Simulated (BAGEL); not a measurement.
# BCNF2 (SMILES N#CB(F)F): HF/6-311+G(d,p) (density fitting with qzvpp-jkfit)

What is the vertical ionisation energy of BCNF2 at HF/6-311+G** (density fitting with qzvpp-jkfit)? 

The results are computed with BAGEL 1.2.2.

## (1) The structure to begin with

BCNF2: 5 atoms, total charge 0, spin state singlet. As SMILES, `N#CB(F)F`. Geometry: relaxed at PBE0-D4/def2-TZVP.

Bond lengths: N1–C2 1.150 Å, C2–B3 1.543 Å, B3–F4 1.306 Å, B3–F5 1.306 Å. Angles: N1–C2–B3 180.0°, C2–B3–F4 119.9°, C2–B3–F5 119.9°, F4–B3–F5 120.2°.

## (2) A single-point energy at HF/6-311+G(d,p) (density fitting with qzvpp-jkfit)

input.json

```json
{ "bagel" : [

{
  "title" : "molecule",
  "basis" : "6-311+gss.json",
  "df_basis" : "qzvpp-jkfit",
  "angstrom" : "true",
  "geometry" : [
    { "atom" : "N", "xyz" : [      -0.715100,       1.789700,       0.801000 ] },
    { "atom" : "C", "xyz" : [      -0.319400,       0.804800,       0.359300 ] },
    { "atom" : "B", "xyz" : [       0.212000,      -0.517400,      -0.233800 ] },
    { "atom" : "F", "xyz" : [       1.451200,      -0.872800,      -0.026200 ] },
    { "atom" : "F", "xyz" : [      -0.578700,      -1.277900,      -0.941900 ] }
  ]
},

{ "title" : "hf" },

{ "title" : "print", "file" : "orbitals.molden", "orbitals" : "true" }

]}
```

The basis set 6-311+G** is read from a file made from the Basis Set Exchange's data (not shown).

The run is started by

```
$ BAGEL_NUM_THREADS=1 BAGEL input.json > input.out
```

Log:

```text
* using 1 threads per process

  ===============================================================
  ===============================================================

  *** Geometry ***

  { "atom" : "N", "xyz" : [     -1.351343,      3.382043,      1.513671 ] },
  { "atom" : "C", "xyz" : [     -0.603579,      1.520852,      0.678979 ] },
  { "atom" : "B", "xyz" : [      0.400622,     -0.977744,     -0.441818 ] },
  { "atom" : "F", "xyz" : [      2.742371,     -1.649353,     -0.049511 ] },
  { "atom" : "F", "xyz" : [     -1.093585,     -2.414881,     -1.779933 ] },

  Number of auxiliary basis functions:      381

  Since a DF basis is specified, we compute 2- and 3-index integrals:
    o Being stored without compression. Storage requirement is 0.037 GB

  Number of basis functions:      110
  Number of electrons      :       36

    * METHOD: MOLECULE                             0.18

  *** RHF ***

  === Nuclear Repulsion ===
   133.9340548209

      * DIIS with orbital gradients will be used.

  === RHF iteration (6-311+gss.json) ===
      0       -315.63606047          0.03711512           0.07
      1       -315.81626398          0.03066403           0.06
      2       -316.08471634          0.00336125           0.06
      3       -316.08833897          0.00141992           0.06
      4       -316.08916574          0.00025170           0.06
      5       -316.08920588          0.00009276           0.06
      6       -316.08921490          0.00004840           0.06
      7       -316.08921865          0.00002075           0.06
      8       -316.08921940          0.00000980           0.06
      9       -316.08921953          0.00000599           0.06
     10       -316.08921956          0.00000195           0.06
     11       -316.08921956          0.00000054           0.06
     12       -316.08921956          0.00000014           0.06
     13       -316.08921956          0.00000005           0.06
     14       -316.08921956          0.00000001           0.06
     15       -316.08921956          0.00000001           0.06
    * SCF iteration converged.

    * Permanent dipole moment:
           (   -0.236903,     0.589694,     0.264518) a.u.

    * METHOD: HF                                   1.17

    * METHOD: PRINT                                0.03

  ===============================================================
```

Run time: 1.5 s. Hardware: 1 thread of Arm Neoverse V1, shared host; peak memory 0.12 GiB.

## (3) The doublet cation

calc.json

```json
{ "bagel": [

{
  "title": "molecule",
  "basis": "6-311+gss.json",
  "df_basis": "qzvpp-jkfit",
  "angstrom": true,
  "geometry": [
    { "atom": "N", "xyz": [      -0.715100,       1.789700,       0.801000 ] },
    { "atom": "C", "xyz": [      -0.319400,       0.804800,       0.359300 ] },
    { "atom": "B", "xyz": [       0.212000,      -0.517400,      -0.233800 ] },
    { "atom": "F", "xyz": [       1.451200,      -0.872800,      -0.026200 ] },
    { "atom": "F", "xyz": [      -0.578700,      -1.277900,      -0.941900 ] }
  ]
},

{ "title": "uhf", "charge": 1, "nopen": 1 },

{ "title": "print", "file": "orbitals.molden", "orbitals": true }

]}
```

The basis set 6-311+G** is read from a file made from the Basis Set Exchange's data (not shown).

The run is started by

```
$ BAGEL_NUM_THREADS=1 BAGEL calc.json > calc.out
```

Log:

```text
* using 1 threads per process

  ===============================================================
  ===============================================================

  *** Geometry ***

  { "atom" : "N", "xyz" : [     -1.351343,      3.382043,      1.513671 ] },
  { "atom" : "C", "xyz" : [     -0.603579,      1.520852,      0.678979 ] },
  { "atom" : "B", "xyz" : [      0.400622,     -0.977744,     -0.441818 ] },
  { "atom" : "F", "xyz" : [      2.742371,     -1.649353,     -0.049511 ] },
  { "atom" : "F", "xyz" : [     -1.093585,     -2.414881,     -1.779933 ] },

  Number of auxiliary basis functions:      381

  Since a DF basis is specified, we compute 2- and 3-index integrals:
    o Being stored without compression. Storage requirement is 0.037 GB

  Number of basis functions:      110
  Number of electrons      :       36

    * METHOD: MOLECULE                             0.18

  *** Open-shell HF ***

  === Nuclear Repulsion ===
   133.9340548209

      * DIIS with orbital gradients will be used.

  === UHF iteration (6-311+gss.json) ===
      0       -315.16282219          0.06638687           0.13
      1       -315.30330602          0.06165867           0.13
      2       -315.36075742          0.05368236           0.12
      3       -315.59686183          0.00700042           0.12
      4       -315.60591164          0.00301088           0.12
      5       -315.61253648          0.00132915           0.13
      6       -315.61595445          0.00064541           0.13
      7       -315.61855133          0.00039475           0.13
      8       -315.62049173          0.00026725           0.13
      9       -315.62213017          0.00023320           0.13
     10       -315.62374068          0.00019621           0.13
     11       -315.62424462          0.00010937           0.13
     12       -315.62424019          0.00015297           0.13
     13       -315.62424718          0.00005045           0.12
     14       -315.62425060          0.00000853           0.12
     15       -315.62425062          0.00000126           0.12
     16       -315.62425064          0.00000081           0.13
     17       -315.62425064          0.00000066           0.13
     18       -315.62425064          0.00000047           0.13
     19       -315.62425064          0.00000026           0.13
     20       -315.62425064          0.00000020           0.13
     21       -315.62425064          0.00000015           0.13
     22       -315.62425064          0.00000011           0.13
     23       -315.62425064          0.00000008           0.12
     24       -315.62425064          0.00000006           0.12
     25       -315.62425064          0.00000005           0.12
     26       -315.62425064          0.00000004           0.13
     27       -315.62425064          0.00000002           0.13
     28       -315.62425064          0.00000001           0.13
     29       -315.62425064          0.00000001           0.13
    * SCF iteration converged.

    * S^2 (UHF) is 1.1324

    * Permanent dipole moment:
           (    0.915984,    -2.279125,    -1.022242) a.u.

    * METHOD: UHF                                  4.00

    * METHOD: PRINT                                0.03

  ===============================================================
```

Wall time 4.5 s (1 thread of Arm Neoverse V1, shared host); peak memory 0.12 GiB.

## (4) Outcome

At HF/6-311+G** (density fitting with qzvpp-jkfit):

```
                                          quantity          value
                       singlet BCNF2: total energy  -316.08922 Eh
                      singlet BCNF2: dipole moment         1.75 D
                        singlet BCNF2: HOMO energy      -14.04 eV
                        singlet BCNF2: LUMO energy        1.12 eV
                      singlet BCNF2: HOMO–LUMO gap       15.16 eV
                      doublet cation: total energy  -315.62425 Eh
                              doublet cation: ⟨S²⟩          1.132
vertical ionisation energy (to the doublet cation)      12.652 eV
```

In words: Removing an electron at fixed nuclei costs 12.65 eV (292 kcal/mol). The negative HOMO energy of the first species, 14.04 eV, lies 1.38 eV above that difference. ⟨S²⟩ (doublet cation) is 1.13 where a pure doublet has 0.75: the reference is spin-contaminated.
